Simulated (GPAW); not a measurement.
# MoPd2 (Immm) in GPAW: further runs

One crystal, MoPd2, is run at these levels: PBEsol, LDA; tasks: band structure.

All numbers are computed with GPAW 26.7.0; they aren't measurements. Logs are shortened: lines on timing, memory, paths and dates and some standing lists are left out, and cuts for length are marked. The log counts tension as positive stress, the text compression.

## Step 1: The crystal as given

It takes space group Immm (No. 71, orthorhombic). The conventional cell has a = 2.747 Å, b = 3.944 Å, c = 8.228 Å, α = 90.00°, β = 90.00°, γ = 90.00°. Around Pd (site symmetry mm2) lie 7 Pd at 2.72 to 2.78 Å and 5 Mo at 2.75 to 2.76 Å. Mo (site symmetry mmm) is surrounded by 2 Mo at 2.75 Å and 10 Pd at 2.75 to 2.76 Å.

The cell comes from a database or a generator and needn't be the stable form of this composition.

## Step 2: Band structure, PBEsol

Input file run.py:

```python
from ase import Atoms
from ase.dft.bandgap import bandgap
from ase.io import write
from ase.units import GPa
from gpaw import GPAW, PW, setup_paths

setup_paths.insert(0, '.')

atoms = Atoms(['Pd', 'Pd', 'Mo'],
              cell=[[-1.37353637, 1.972034755, 4.11380972],
                    [1.37353637, -1.972034755, 4.11380972],
                    [1.37353637, 1.972034755, -4.11380972]],
              scaled_positions=[[0.66520312, 0.66520312, 0.0],
                                [0.33479688, 0.33479688, 0.0],
                                [0.0, 0.0, 0.0]],
              pbc=True)

calc = GPAW(mode=PW(600),
            xc='PBEsol',
            kpts={'size': (8, 8, 8), 'gamma': True},
            occupations={'name': 'fermi-dirac', 'width': 0.05},
            nbands=41,
            convergence={'density': 1e-05, 'energy': 1e-05},
            maxiter=150,
            txt='gpaw.txt')
atoms.calc = calc
energy = atoms.get_potential_energy()
forces = atoms.get_forces()
stress = atoms.get_stress()
calc.write('gs.gpw')
write('result.traj', atoms)
print(f'Energy: {energy:.6f} eV')
print('Forces (eV/A):')
print(forces.round(4))
print('Stress (GPa):', (stress / GPa).round(3))
print('Fermi level:', round(calc.get_fermi_level(), 4), 'eV')
print(f'Gap: {bandgap(calc)[0]:.4f} eV, direct: {bandgap(calc, direct=True)[0]:.4f} eV')

path = atoms.cell.bandpath('GXLTWRX1ZGYSW,L1Y,Y1Z', npoints=80, eps=1e-4)
bs_calc = calc.fixed_density(kpts=path, symmetry='off', nbands=57,
                             convergence={'bands': 'CBM+6.0', 'eigenstates': 1e-6}, txt='bands.txt')
bs = bs_calc.band_structure()
bs.write('bs.json')
print(f'Gap on the path: {bandgap(bs_calc)[0]:.4f} eV')
```

Potentials or basis: PAW data sets generated in the run's folder for this functional, pw.

Run with:

```console
> gpaw-setup -f PBEsol Mo Pd
> OMP_NUM_THREADS=1 python run.py
```

gpaw.txt:

```text
__  _  _
 | _ |_)|_||  |
 |__||  | ||/\| - 26.7.0

Input parameters:
  mode=PW(ecut=600.0),
  convergence={'density': 1e-05, 'energy': 1e-05},
  kpts=MonkhorstPack(size=(8, 8, 8), gamma=True),
  maxiter=150,
  nbands=41,
  occupations=Occupations(name='fermi-dirac', width=0.05),
  xc=XC(name='PBEsol')

Diagonalizing LCAO Hamiltonian
Converting LCAO to pw mode

       Pd

       Pd

       Mo

Atoms  # Å, Bohr magnetons
|   | symbol |         x |        y |        z |    initial magnetic moments |
|---|--------|-----------|----------|----------|-----------------------------|
| 0 |     Pd | -0.000000 | 0.000000 | 5.473038 | ( 0.0000,  0.0000,  0.0000) |
| 1 |     Pd |  0.000000 | 0.000000 | 2.754581 | ( 0.0000,  0.0000,  0.0000) |
| 2 |     Mo |  0.000000 | 0.000000 | 0.000000 | ( 0.0000,  0.0000,  0.0000) |

Unit cell  # Å
| periodic |         x |         y |         z |  lengths |     angles |
|----------|-----------|-----------|-----------|----------|------------|
|      yes | -1.373536 |  1.972035 |  4.113810 | 4.764342 | 146.488174 |
|      yes |  1.373536 | -1.972035 |  4.113810 | 4.764342 | 131.097927 |
|      yes |  1.373536 |  1.972035 | -4.113810 | 4.764342 |  60.585786 |

Number of symmetries: 8
Symmetry operations  # r_c * U_cc + t_c -> r_c
|   | kind |            matrix            |
|---|------|------------------------------|
| 0 |  σ   |  1, 1, 1,  0, 0,-1,  0,-1, 0 |
| 1 |  E   |  1, 0, 0,  0, 1, 0,  0, 0, 1 |
| 2 |  C2  |  0, 1, 0,  1, 0, 0, -1,-1,-1 |
| 3 |  C2  |  0, 0, 1, -1,-1,-1,  1, 0, 0 |
| 4 |  σ   |  0, 0,-1,  1, 1, 1, -1, 0, 0 |
| 5 |  σ   |  0,-1, 0, -1, 0, 0,  1, 1, 1 |
| 6 |  i   | -1, 0, 0,  0,-1, 0,  0, 0,-1 |
| 7 |  C2  | -1,-1,-1,  0, 0, 1,  0, 1, 0 |

BZ-sampling:
  Number of BZ points: 512
  Number of IBZ points: 95

  Monkhorst-Pack size: [8, 8, 8]
  Monkhorst-Pack shift: [0.0625, 0.0625, 0.0625]

K-points  # in reciprocal-cell coordinates
|     |                                coordinates |     weight |
|-----|--------------------------------------------|------------|
|   0 | (  0.00000000,   0.00000000,   0.00000000) | 0.00195312 |
|   1 | (  0.12500000,  -0.12500000,  -0.12500000) | 0.00390625 |
|   2 | (  0.12500000,  -0.12500000,   0.00000000) | 0.00781250 |
|   3 | (  0.12500000,  -0.12500000,   0.12500000) | 0.00390625 |
|   4 | (  0.12500000,   0.00000000,  -0.12500000) | 0.00781250 |
|   5 | (  0.12500000,   0.00000000,   0.00000000) | 0.00781250 |
|   6 | (  0.12500000,   0.12500000,  -0.12500000) | 0.00390625 |
|   7 | (  0.25000000,  -0.25000000,  -0.25000000) | 0.00390625 |
|   8 | (  0.25000000,  -0.25000000,  -0.12500000) | 0.00781250 |
|   9 | (  0.25000000,  -0.25000000,   0.00000000) | 0.00781250 |
| ... |                                            |            |
|  94 | (  0.50000000,   0.50000000,   0.50000000) | 0.00195312 |

Plane wave coefficients: 1527
Cutoff: 600.0 eV

Spin-components: 1 (collinear spins)
Bands:           41
Projectors:      18
Spin-degeneracy: 2
Datatype:        complex128

Parallelization:
  kpt:    1
  domain: 1
  band:   1

Density:
  Valence electrons: 46.0
  Components: 1
  Grid points: [27 27 27]
  Charge: 0.0  # |e|

Potential:
  Grid points: [27 27 27]

species:
  Pd:
    name:    Palladium
    Z:       46.0
    valence: 16
    core:    30
    charge:  0.0  # [|e|]
    compensation charges:
      type: gauss
      rc: 0.38  # [Å]
      lmax: 2
    cutoffs:
      filter: 2.38  # [Å]
      core: 2.28  # [Å]
    projectors
    | kind |    occ | energy [eV] | rcut [Å] |
    |------|--------|-------------|----------|
    |   5s |  0.000 |      -3.290 |    1.228 |
    |   4p |  6.000 |     -51.151 |    1.360 |
    |   5p |  0.000 |      -0.235 |    1.360 |
    |   4d | 10.000 |      -4.049 |    1.228 |
    |    s |        |      23.922 |    1.228 |
    |    d |        |      23.162 |    1.228 |

    Using partial waves for Pd as LCAO basis

  Mo:
    name:    Molybdenum
    Z:       42.0
    valence: 14
    core:    28
    charge:  0.0  # [|e|]
    compensation charges:
      type: gauss
      rc: 0.38  # [Å]
      lmax: 2
    cutoffs:
      filter: 2.16  # [Å]
      core: 1.42  # [Å]
    projectors
    | kind |    occ | energy [eV] | rcut [Å] |
    |------|--------|-------------|----------|
    |   4s |  2.000 |     -64.262 |    1.238 |
    |   5s |  1.000 |      -4.116 |    1.238 |
    |   4p |  6.000 |     -38.461 |    1.296 |
    |   5p |  0.000 |      -1.012 |    1.296 |
    |   4d |  5.000 |      -3.770 |    1.296 |
    |    d |        |      23.442 |    1.296 |

    Using partial waves for Mo as LCAO basis

Reference energy: -384395.911605  # eV

eigensolver:
  PPCG
  Converge bands: occupied
  niter=2

density mixing:
  MSR1-Mixer
  Pratt-step length: 0.05
  Maximum mixing coefficient: 0.75
  Old densities: 10
  SVD Regularization: 0.005
  Good broyden scale: 1.0
  Trust region scale: 1.0
  Backstep threshold: 4.0
  History deletion threshold: 6.0
  Fourier metric: weight=20.0, sigma=0.015

occupation numbers:
  Fermi-Dirac:
    width: 0.0500  # eV

poisson solver:
  ecut: 4800.0  # eV

xc functional:
  name: PBEsol with 2 nearest neighbor stencil

convergence criteria:
- Maximum integral of absolute [dens]ity change: 1e-05 electrons / valence electron
- Maximum [total energy] change in last 3 cyles: 1e-05 eV / valence electron
- Maximum integral of absolute [eigenst]ate change: 4e-08 eV^2 / valence electron
maximum number of iterations: 150

SCF iterations
|iter     | |      energy | eigst |  dens |
|---------|-|-------------|-------|-------|
|iter:   1| |  -27.127384 | +0.56 |       |
|iter:   2| |  -24.893599 | -1.39 | -0.85 |
|iter:   3| |  -22.354472 | -1.45 | -0.97 |
|iter:   4| |  -21.738983 | -1.67 | -1.28 |
|iter:   5| |  -21.707037 | -3.24 | -1.94 |
|iter:   6| |  -21.689352 | -3.39 | -2.14 |
|iter:   7| |  -21.688856 | -4.72 | -2.76 |
|iter:   8| |  -21.688847 | -5.77 | -3.47 |
|iter:   9| |  -21.688849c| -6.78 | -4.11 |
|iter:  10| |  -21.688849c| -7.62c| -4.73 |
|iter:  11| |  -21.688849c| -7.89c| -5.15c|

Converged in 11 steps
Energy contributions relative to reference atoms: (reference = -384395.911605)

Energy contributions:
  Kinetic:         -30.651548
  Coulomb:          14.076582
  Zero:             -0.489321
  External:          0.000000
  Xc:               -4.614099
  Entropy:          -0.020926
  Spinorbit:         0.000000
  ----------------------------
  Free energy:     -21.699312
  Extrapolated:    -21.688849

dipole moment: (-13.405630, -19.246938, 9.293755)  # |e|*Ang

Fermi level: 11.409
Eigenvalues  # (at kpt = [0.000, 0.000, 0.000])
| band index |      eig [eV] | occ [0-2] |
|------------|---------------|-----------|
|          0 |       -49.920 |     2.000 |
|        ... |               |           |
|         16 |         7.933 |     2.000 |
|         17 |         8.172 |     2.000 |
|         18 |         8.781 |     2.000 |
|         19 |         9.187 |     2.000 |
|         20 |         9.373 |     2.000 |
|         21 |         9.708 |     2.000 |
[... 8 lines left out ...]
|         30 |        21.260 |     0.000 |
|         31 |        23.956 |     0.000 |
|        ... |               |           |
|         40 |        37.376 |     0.000 |

No gap
No difference between direct/indirect transitions

Forces  # eV/Ang
|       x |       y |        z |
|---------|---------|----------|
| 0.00000 | 0.00000 | -0.01907 |  # Pd   0
| 0.00000 | 0.00000 |  0.01907 |  # Pd   1
| 0.00000 | 0.00000 |  0.00000 |  # Mo   2

Stress tensor  # eV/Ang^3
|         x |         y |        z |
|-----------|-----------|----------|
|  0.030545 | -0.000000 | 0.000000 |
| -0.000000 |  0.032292 | 0.000000 |
|  0.000000 |  0.000000 | 0.032042 |

# Writing to gs.gpw (mode='')
```

Run time: 5.5 min. Hardware: 1 thread of Arm Neoverse V1, shared host; peak memory 0.47 GiB.

What came out:

```yaml
Free_energy: -21.6993 eV
Pressure: -5.1 GPa
Largest_force: 0.019 eV/Å
Band_gap_along_the_path: none (metal or under the smearing width)
```

Forces on the atoms (eV/Å):
```
Pd   0.000  0.000 -0.019
Pd   0.000  0.000  0.019
Mo   0.000  0.000  0.000
```

Stress tensor (GPa, compression positive):
```
-4.89  0.00  0.00
 0.00 -5.17  0.00
 0.00  0.00 -5.13
```

Levels at the corners of the path, in eV from the Fermi level:
```csv
point,band 20,band 21,band 22,band 23,band 24,band 25,band 26,band 27
Γ,-2.22,-2.04,-1.70,-1.32,-0.89,1.24,2.00,5.53
X,-1.58,-0.01,0.02,0.25,0.76,1.54,1.64,2.24
L,-1.82,-1.11,-0.88,0.16,0.77,1.35,3.07,5.11
T,-2.26,-0.87,-0.52,0.45,0.52,0.78,2.72,6.39
W,-2.02,-1.32,-1.08,-0.25,0.70,2.79,3.32,3.80
R,-1.65,0.03,0.30,0.43,1.13,1.69,2.08,3.06
X1,-1.58,-0.01,0.02,0.25,0.76,1.54,1.64,2.24
Z,-1.95,-1.81,-1.80,-1.04,1.24,1.49,1.82,2.16
Γ,-2.22,-2.04,-1.70,-1.32,-0.89,1.24,2.00,5.53
Y,-1.73,-1.60,-1.59,-1.26,-1.24,0.58,0.99,1.64
S,-2.02,-1.96,-1.23,-1.21,0.52,0.77,1.21,1.72
W,-2.02,-1.32,-1.08,-0.25,0.70,2.79,3.32,3.80
L1,-1.82,-1.11,-0.88,0.16,0.77,1.35,3.07,5.11
Y,-1.73,-1.60,-1.59,-1.26,-1.24,0.58,0.99,1.64
Y1,-1.73,-1.60,-1.59,-1.26,-1.24,0.58,0.99,1.64
Z,-1.95,-1.81,-1.80,-1.04,1.24,1.49,1.82,2.16
```

Caveat: the program warned that so skewed a cell can give wrong results.

## Step 3: Band structure, LDA

run.py: that of step 2 with these lines changed.

```diff
@@ -4,5 +4,3 @@
 from ase.units import GPa
-from gpaw import GPAW, PW, setup_paths
-
-setup_paths.insert(0, '.')
+from gpaw import GPAW, PW
 
@@ -18,3 +16,3 @@
 calc = GPAW(mode=PW(600),
-            xc='PBEsol',
+            xc='LDA',
             kpts={'size': (8, 8, 8), 'gamma': True},
```

Potentials or basis: the program's PAW data sets (release 1.2.1) made for this functional, pw.

Run with:

```console
> OMP_NUM_THREADS=1 python run.py
```

It took 5.3 min on 1 thread of Arm Neoverse V1, shared host; peak memory 0.46 GiB.

The run converged. Its results:

| Item | Value |
| --- | --- |
| Free energy | -23.4040 eV |
| Pressure | -10.9 GPa |
| Largest force | 0.043 eV/Å |
| Band gap along the path | none (metal or under the smearing width) |

Forces in eV/Å, atoms in the order of the input:
```
Pd   0.000  0.000 -0.043
Pd   0.000  0.000  0.043
Mo   0.000  0.000  0.000
```

Stress tensor (GPa, compression positive):
```
-10.69   0.00   0.00
  0.00 -11.05   0.00
  0.00   0.00 -11.06
```

Levels at the corners of the path, in eV from the Fermi level:
| point | band 19 | band 20 | band 21 | band 22 | band 23 | band 24 | band 25 | band 26 | band 27 | band 28 |
| --- | --- | --- | --- | --- | --- | --- | --- | --- | --- | --- |
| Γ | -2.63 | -2.22 | -2.04 | -1.70 | -1.33 | -0.89 | 1.23 | 1.99 | 5.50 | 7.35 |
| X | -1.63 | -1.58 | -0.01 | 0.02 | 0.25 | 0.76 | 1.54 | 1.63 | 2.23 | 5.29 |
| L | -2.64 | -1.82 | -1.10 | -0.88 | 0.16 | 0.77 | 1.36 | 3.08 | 5.12 | 5.24 |
| T | -2.40 | -2.26 | -0.87 | -0.52 | 0.45 | 0.55 | 0.78 | 2.72 | 6.41 | 6.68 |
| W | -2.73 | -2.01 | -1.32 | -1.07 | -0.25 | 0.70 | 2.80 | 3.33 | 3.82 | 7.30 |
| R | -1.84 | -1.66 | 0.03 | 0.30 | 0.43 | 1.13 | 1.69 | 2.07 | 3.06 | 5.29 |
| X1 | -1.63 | -1.58 | -0.01 | 0.02 | 0.25 | 0.76 | 1.54 | 1.63 | 2.23 | 5.29 |
| Z | -2.67 | -1.96 | -1.80 | -1.80 | -1.04 | 1.25 | 1.49 | 1.82 | 2.15 | 2.69 |
| Γ | -2.63 | -2.22 | -2.04 | -1.70 | -1.33 | -0.89 | 1.23 | 1.99 | 5.50 | 7.35 |
| Y | -2.08 | -1.73 | -1.60 | -1.59 | -1.26 | -1.24 | 0.58 | 0.99 | 1.63 | 1.96 |
| S | -2.73 | -2.02 | -1.97 | -1.23 | -1.22 | 0.54 | 0.77 | 1.20 | 1.72 | 2.03 |
| W | -2.73 | -2.01 | -1.32 | -1.07 | -0.25 | 0.70 | 2.80 | 3.33 | 3.82 | 7.30 |
| L1 | -2.64 | -1.82 | -1.10 | -0.88 | 0.16 | 0.77 | 1.36 | 3.08 | 5.12 | 5.24 |
| Y | -2.08 | -1.73 | -1.60 | -1.59 | -1.26 | -1.24 | 0.58 | 0.99 | 1.63 | 1.96 |
| Y1 | -2.08 | -1.73 | -1.60 | -1.59 | -1.26 | -1.24 | 0.58 | 0.99 | 1.63 | 1.96 |
| Z | -2.67 | -1.96 | -1.80 | -1.80 | -1.04 | 1.25 | 1.49 | 1.82 | 2.15 | 2.69 |

Caveat: the program warned that so skewed a cell can give wrong results.
